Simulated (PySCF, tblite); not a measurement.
# C8F5N: geometry, infrared bands and NMR shifts

Aim: predict the infrared bands and NMR shifts of C8F5N (`N#CC#CC(F)(F)C#CC(F)=C(F)F`).

The runs use tblite 0.8.0 and PySCF 2.14.0, with density-fitted response routines of our own; the level of theory stands in each step. All values are computed, except where a source is named. Atoms count from 0, in the outputs and in this text.

## 1. The molecule as given

14 atoms, charge 0, multiplicity 1; geometry from: force field or distance geometry start.

Bonds of the start (Å): N0–C1 1.17, C1–C2 1.53, C2–C3 1.21, C3–C4 1.46, C4–F5 1.35, C4–F6 1.37, C4–C7 1.45, C7–C8 1.21, C8–C9 1.43, C9–F10 1.35, C9–C11 1.33, C11–F12 1.36, C11–F13 1.34.

## 2. Relaxing the molecule with GFN2-xTB

The job: settings as JSON, then the geometry in Å.

```
{"job": {"kind": "relax", "xc": "GFN2-xTB", "basis": "xTB"}, "charge": 0, "multiplicity": 1}
N      5.327200    -2.171200     0.151500
C      4.402300    -1.471800     0.330600
C      3.201300    -0.563500     0.591600
C      2.245500     0.162100     0.773100
C      1.102500     1.027600     1.027900
F      1.051300     1.328600     2.341700
F      1.311700     2.204900     0.363100
C     -0.184600     0.491600     0.618700
C     -1.251900     0.039900     0.282400
C     -2.514100    -0.492100    -0.111400
F     -2.522100    -1.728600    -0.664000
C     -3.665200     0.166800     0.029200
F     -3.691800     1.408400     0.580200
F     -4.812600    -0.403100    -0.376500
```

The run is started by

```
OMP_NUM_THREADS=1 python probes_run.py task.json out
```

The driver reads the jobs from task.json and runs them one after another.

What it wrote:

```text
step      E/eV     max force
  0   -1182.69357    4.032
  1   -1182.98491    5.672
  2   -1183.04742    5.159
  3   -1183.23007    3.217
  4   -1183.24029    3.178
  5   -1183.31714    0.703
  6   -1183.33986    0.755
  7   -1183.35900    0.804
  8   -1183.36123    1.223
  9   -1183.37179    0.178
 10   -1183.37388    0.149
 11   -1183.37551    0.067
 12   -1183.37580    0.048
 13   -1183.37618    0.069
 14   -1183.37648    0.072
 15   -1183.37679    0.051
 16   -1183.37704    0.040
 17   -1183.37728    0.037
 18   -1183.37746    0.036
 19   -1183.37761    0.032
 20   -1183.37773    0.024
 21   -1183.37785    0.034
 22   -1183.37800    0.038
 23   -1183.37815    0.032
 24   -1183.37828    0.029
 25   -1183.37837    0.027
 26   -1183.37844    0.026
 27   -1183.37852    0.024
 28   -1183.37865    0.035
 29   -1183.37882    0.038
 30   -1183.37897    0.027
 31   -1183.37906    0.024
 32   -1183.37910    0.023
 33   -1183.37916    0.024
 34   -1183.37924    0.029
 35   -1183.37933    0.026
 36   -1183.37943    0.029
 37   -1183.37956    0.033
 38   -1183.37978    0.053
 39   -1183.38020    0.087
 40   -1183.38084    0.099
 41   -1183.38150    0.079
 42   -1183.38189    0.047
 43   -1183.38201    0.022
 44   -1183.38207    0.023
 45   -1183.38212    0.022
 46   -1183.38216    0.020
 47   -1183.38219    0.015
 48   -1183.38223    0.024
 49   -1183.38228    0.038
 50   -1183.38237    0.043
 51   -1183.38247    0.037
 52   -1183.38258    0.026
 53   -1183.38268    0.032
 54   -1183.38277    0.045
 55   -1183.38284    0.038
 56   -1183.38290    0.020
 57   -1183.38295    0.019
 58   -1183.38300    0.027
 59   -1183.38308    0.041
 60   -1183.38321    0.048
 61   -1183.38336    0.058
 62   -1183.38347    0.021
 63   -1183.38350    0.015
 64   -1183.38351    0.013
 65   -1183.38352    0.009
```

It took 2.5 s on 1 thread of Intel Xeon at 2.50GHz, shared host.

The steps of the relaxation: (not every step is listed)

| step | energy from step 0 (eV) | largest force (eV/Å) |
| --- | --- | --- |
| 0 | 0.0000 | 4.0317 |
| 1 | -0.2913 | 5.6719 |
| 2 | -0.3539 | 5.1586 |
| 3 | -0.5365 | 3.2165 |
| 4 | -0.5467 | 3.1776 |
| 5 | -0.6236 | 0.7035 |
| 6 | -0.6463 | 0.7551 |
| 7 | -0.6654 | 0.8039 |
| 8 | -0.6677 | 1.2227 |
| 13 | -0.6826 | 0.0692 |
| 18 | -0.6839 | 0.0362 |
| 23 | -0.6846 | 0.0317 |
| 28 | -0.6851 | 0.0350 |
| 33 | -0.6856 | 0.0241 |
| 38 | -0.6862 | 0.0531 |
| 43 | -0.6884 | 0.0225 |
| 48 | -0.6887 | 0.0239 |
| 53 | -0.6891 | 0.0321 |
| 58 | -0.6894 | 0.0269 |
| 60 | -0.6896 | 0.0477 |
| 61 | -0.6898 | 0.0581 |
| 62 | -0.6899 | 0.0214 |
| 63 | -0.6899 | 0.0153 |
| 64 | -0.6899 | 0.0128 |
| 65 | -0.6900 | 0.0092 |

Distances of close pairs at the start and the end, largest changes first:

| bond | before (Å) | after (Å) | change (Å) |
| --- | --- | --- | --- |
| C1–C2 | 1.528 | 1.366 | -0.162 |
| C11–F12 | 1.359 | 1.319 | -0.040 |
| C11–F13 | 1.344 | 1.315 | -0.029 |
| N0–C1 | 1.173 | 1.147 | -0.027 |
| C8–C9 | 1.425 | 1.409 | -0.017 |
| C4–F5 | 1.349 | 1.364 | +0.015 |
| C9–F10 | 1.354 | 1.343 | -0.012 |
| C4–C7 | 1.453 | 1.461 | +0.008 |

The end geometry stands in the next job.

## 3. Vibrational analysis with GFN2-xTB

The job: settings as JSON, then the geometry in Å.

```
{"job": {"kind": "ir", "xc": "GFN2-xTB", "basis": "xTB"}, "charge": 0, "multiplicity": 1}
N      4.982668    -2.224129     0.082188
C      4.135004    -1.482771     0.298969
C      3.125794    -0.599408     0.557901
C      2.227071     0.172703     0.783293
C      1.147689     1.116245     1.064623
F      1.119068     1.425875     2.392390
F      1.365802     2.297871     0.419685
C     -0.122985     0.529307     0.645305
C     -1.191998     0.089597     0.310846
C     -2.395727    -0.509317    -0.109264
F     -2.306555    -1.738041    -0.643573
C     -3.591868     0.081029     0.000519
F     -3.757526     1.285650     0.510643
F     -4.737116    -0.445084    -0.375516
```

What it wrote:

```text
mode    cm-1     km/mol
  1       9.5      0.00
  2      26.6      0.56
  3      64.3      4.37
  4      64.8      0.67
  5      87.0      3.03
  6     130.7      9.17
  7     130.9      1.09
  8     186.9      3.46
  9     195.5      1.28
 10     199.8      1.60
 11     253.1      6.70
 12     314.1      4.64
 13     389.2      2.56
 14     400.5      8.83
 15     427.3     11.29
 16     427.6      0.91
 17     446.6     21.88
 18     487.9      1.90
 19     491.1      1.64
 20     500.3      3.03
 21     516.4      5.95
 22     534.5     22.70
 23     545.0      1.87
 24     622.6      2.46
 25     760.4     91.85
 26     926.7     35.83
 27     957.2    218.85
 28    1047.5    157.65
 29    1112.5    228.41
 30    1193.4    153.51
 31    1235.9    247.00
 32    1298.9    110.18
 33    1720.6    281.05
 34    2307.4     14.63
 35    2347.7     15.99
 36    2373.7     87.31
```

Wall time 2.4 s (1 thread of Intel Xeon at 2.50GHz, shared host).

The strongest bands and the atoms that carry them (share of the mass-weighted mode):

| cm⁻¹ | km/mol | atoms |
| --- | --- | --- |
| 760 | 91.8 | F10 17 %, C4 16 %, C7 13 %, F12 12 % |
| 957 | 218.8 | C4 73 %, F6 13 %, F5 13 % |
| 1048 | 157.7 | C4 46 %, C9 19 % |
| 1112 | 228.4 | C9 31 %, F10 18 %, C4 17 %, C11 13 % |
| 1193 | 153.5 | C4 40 %, C2 22 %, C3 21 % |
| 1236 | 247.0 | C11 72 %, F12 15 %, F13 12 % |
| 1299 | 110.2 | C9 50 %, C7 17 %, C8 13 %, C4 12 % |
| 1721 | 281.1 | C11 54 %, C9 42 % |

## 4. NMR shieldings: PBE0/pcSseg-1

The job, as its differences from that of step 3:

```diff
@@ -1,2 +1,2 @@
-{"job": {"kind": "ir", "xc": "GFN2-xTB", "basis": "xTB"}, "charge": 0, "multiplicity": 1}
+{"job": {"kind": "nmr", "xc": "PBE0", "basis": "pcSseg-1"}, "charge": 0, "multiplicity": 1}
 N      4.982668    -2.224129     0.082188
```

Method: GIAO PBE0/pcSseg-1 NMR shielding, non-relativistic, gas phase.

What it wrote:

```text
coarse grid: 15184 points
cycle   1  E = -857.2716815172  dE =  2.813e+00  |g| = 1.134e+00  |ddm| = 4.586e+00
cycle   2  E = -856.8424254365  dE =  4.293e-01  |g| = 1.918e+00  |ddm| = 2.930e+00
cycle   3  E = -857.4852486783  dE = -6.428e-01  |g| = 3.238e-01  |ddm| = 1.891e+00
cycle   4  E = -857.5045139044  dE = -1.927e-02  |g| = 1.561e-01  |ddm| = 3.620e-01
cycle   5  E = -857.5098692800  dE = -5.355e-03  |g| = 4.901e-02  |ddm| = 1.569e-01
cycle   6  E = -857.5103227737  dE = -4.535e-04  |g| = 1.576e-02  |ddm| = 4.721e-02
cycle   7  E = -857.5103670669  dE = -4.429e-05  |g| = 6.667e-03  |ddm| = 1.553e-02
cycle   8  E = -857.5103765426  dE = -9.476e-06  |g| = 1.922e-03  |ddm| = 5.991e-03
final grid: 158680 points
cycle   9  E = -857.6249403711  dE = -5.086e-05  |g| = 8.194e-03  |ddm| = 9.576e-02
cycle  10  E = -857.6249112318  dE =  2.914e-05  |g| = 1.487e-02  |ddm| = 2.032e-02
cycle  11  E = -857.6249521727  dE = -4.094e-05  |g| = 2.620e-03  |ddm| = 1.218e-02
cycle  12  E = -857.6249536353  dE = -1.463e-06  |g| = 7.725e-04  |ddm| = 2.319e-03
cycle  13  E = -857.6249537471  dE = -1.118e-07  |g| = 1.927e-04  |ddm| = 7.572e-04
cycle  14  E = -857.6249537505  dE = -3.468e-09  |g| = 1.482e-04  |ddm| = 2.488e-04
cycle  15  E = -857.6249537554  dE = -4.869e-09  |g| = 2.885e-05  |ddm| = 1.173e-04
cycle  16  E = -857.6249537556  dE = -1.598e-10  |g| = 1.269e-05  |ddm| = 3.079e-05
converged SCF energy = -857.6249537556

GIAO shielding tensors (ppm)
atom      isotropic    diamagn.    paramagn.     s11        s22        s33       span
  0 N      -57.365     340.767    -398.132   -243.843   -237.561    309.308    553.151
  1 C       76.768     266.357    -189.590    -30.083    -29.733    290.119    320.202
  2 C      115.039     243.712    -128.673     52.901     54.086    238.131    185.230
  3 C      112.083     258.369    -146.286     13.597     14.761    307.890    294.293
  4 C       80.990     237.696    -156.705     63.726     74.456    104.789     41.063
  5 F      256.557     467.673    -211.115    131.820    300.956    336.896    205.076
  6 F      256.438     469.903    -213.465    131.680    300.741    336.893    205.213
  7 C       81.848     262.194    -180.346     10.285     29.375    205.885    195.600
  8 C      103.825     261.560    -157.735     20.839     34.956    255.680    234.841
  9 C       63.992     248.083    -184.091     17.313     80.020     94.643     77.330
 10 F      367.909     473.155    -105.247    321.067    381.910    400.749     79.683
 11 C       11.061     253.282    -242.221    -56.790     32.234     57.738    114.527
 12 F      270.436     474.792    -204.356    250.366    263.852    297.091     46.725
 13 F      244.674     467.013    -222.339    190.926    256.337    286.758     95.831
```

It took 5.4 min on 1 thread of Intel Xeon at 2.50GHz, shared host; peak memory 1 GiB.

The references, computed at this level on geometries of the same kind, shield at (ppm): ¹³C TMS 186.9, ¹⁹F CFCl3 170.9, ¹⁵N NH3 267.7. Their shielding less the atom's gives the shift. The references are single molecules in the gas phase, so shifts against H2O, NH3, PH3, H3PO4 or CFCl3 are not on the usual liquid scales and can be off by tens of ppm. Atoms listed in one row are averaged.

| atoms | environment | σ (ppm) | δ (ppm) | δ scaled to CDCl3 |
| --- | --- | --- | --- | --- |
| C11 | fully substituted alkene carbon | 11.1 | 175.9 | 169.7 |
| C9 | fully substituted alkene carbon | 64.0 | 122.9 | 118.1 |
| C1 | nitrile carbon | 76.8 | 110.2 | 105.6 |
| C4 | propargylic fully substituted sp3 carbon bonded to 2 F | 81.0 | 105.9 | 101.5 |
| C7 | alkyne carbon | 81.8 | 105.1 | 100.6 |
| C8 | alkyne carbon | 103.8 | 83.1 | 79.2 |
| C3 | alkyne carbon | 112.1 | 74.8 | 71.1 |
| C2 | alkyne carbon | 115.0 | 71.9 | 68.2 |
| N0 | nitrile nitrogen | -57.4 | 325.1 | – |
| F13 | vinylic fluorine | 244.7 | -73.7 | – |
| F5, F6 | fluorine of a CF2 group | 256.5 | -85.6 | – |
| F12 | vinylic fluorine | 270.4 | -99.5 | – |
| F10 | vinylic fluorine | 367.9 | -197.0 | – |

The scaled column applies a straight-line fit of computed shieldings to shifts measured in CDCl3, and one for carbons that bear F (root-mean-square error 0.16 ppm for H, 1.9 ppm for C).

The run also stored atomic charges by several schemes (e):

| atoms | Mulliken | IAO | Hirshfeld | ESP fit |
| --- | --- | --- | --- | --- |
| N0 | -0.19 | -0.17 | -0.15 | -0.42 |
| C1 | -0.08 | 0.15 | 0.10 | 0.54 |
| C2 | 0.13 | -0.02 | 0.01 | -0.24 |
| C3 | 0.13 | 0.01 | 0.00 | 0.05 |
| C4 | 0.52 | 0.56 | 0.21 | 0.47 |
| F5, F6 | -0.27 | -0.27 | -0.08 | -0.18 |
| C7 | 0.03 | -0.05 | -0.05 | -0.13 |
| C8 | 0.02 | 0.00 | -0.03 | -0.02 |
| C9 | 0.05 | 0.17 | 0.05 | 0.07 |
| F10 | -0.24 | -0.24 | -0.07 | -0.11 |
| C11 | 0.59 | 0.56 | 0.18 | 0.34 |
| F12 | -0.21 | -0.22 | -0.04 | -0.11 |
| F13 | -0.21 | -0.21 | -0.04 | -0.10 |

Mayer bond orders: N0–C1 2.88, C1–C2 1.12, C2–C3 2.09, C3–C4 1.06, C4–F5 0.94, C4–F6 0.94, C4–C7 1.06, C7–C8 2.34, C8–C9 1.06, C9–F10 0.97, C9–C11 1.68, C11–F12 1.06, C11–F13 1.03.

Orbitals, density, ELF and potential are computed afterwards from the orbital file.

Frontier orbitals at PBE0/pcSseg-1, with the share of their density that lies nearest to each atom:

| orbital | energy (eV) | lies on |
| --- | --- | --- |
| HOMO | -8.05 | C7, C9, C11 about 23 % each; F10, F12, F13 about 7 % each; C8 6 % |
| LUMO | -2.66 | C2, C3 about 16 % each; N0 14 %; 4 C atoms about 8 % each |

ELF in a plane through or near 12 of the atoms.

Ten even steps from '0' (0.00) to '9' (0.94):
```
0000000000000000000000000000
0000000000000000000000000000
0000000000000000000000000000
0000000000000000000000000000
0000000000000000000000000000
0000000000011000000111000000
0000000221222434400687300000
0000001466921967720879610000
0000002684788619840658500000
0000013773253437271374000000
0001356679731795394685661000
0013672948720476746938582000
0037787675400231143318571000
0069356631100000378107840000
0069967510000001857702300000
0049984200000001588600000000
0004652000000000122100000000
0000110000000000000000000000
0000000000000000000000000000
0000000000000000000000000000
```
The map spans 15.5 Å across and 9.5 Å up, centred on the molecule. Atoms in the plane (x, y in Å): N0 (-5.1, -1.9), C1 (-4.2, -1.2), C2 (-3.2, -0.3), C3 (-2.2, 0.4), C4 (-1.1, 1.3), C7 (0.2, 0.6), C8 (1.2, 0.0), C9 (2.4, -0.8), F10 (2.2, -2.1), C11 (3.6, -0.3), F12 (3.8, 1.0), F13 (4.7, -1.0).

On the surface of density 0.002 e/bohr³ the electrostatic potential runs, from the 1st to the 99th percentile, from -1.18 V near N0 to 1.38 V near C11.

## 5. Outcome

| quantity | value |
| --- | --- |
| strongest single infrared mode (GFN2-xTB) | 1721 cm⁻¹, 281 km/mol |
| zero-point energy (GFN2-xTB) | 35.4 kcal/mol |
| ¹³C shifts against TMS (PBE0/pcSseg-1) | 175.9, 122.9, 110.2, 105.9, 105.1, 83.1, 74.8, 71.9 ppm |
| ¹⁵N shifts against NH3 (PBE0/pcSseg-1) | 325.1 ppm |
| ¹⁹F shifts against CFCl3 (PBE0/pcSseg-1, means over atoms taken as alike) | -73.7, -85.6, -99.5, -197.0 ppm |
| surface potential, 1st and 99th percentile | -1.18 V and 1.38 V |

The optimisation took 65 steps and gained 0.690 eV; among the close pairs (by a distance rule), C1–C2 changed most, from 1.528 to 1.366 Å. No mode is imaginary among the 36: a minimum at this level. The strongest single mode, at 1721 cm⁻¹, moves mainly C11 and C9. Unscaled tight-binding wavenumbers are off by several per cent, some by more. Its intensities can rank the bands wrongly. At PBE0/pcSseg-1: The widest tensor belongs to N0: span 553 ppm, with a paramagnetic part of -398 ppm. By nearest atom (PBE0/pcSseg-1), the HOMO sits on C7, C9, C11 about 23 % each; F10, F12, F13 about 7 % each and the LUMO on C2, C3 about 16 % each; N0 14 %.
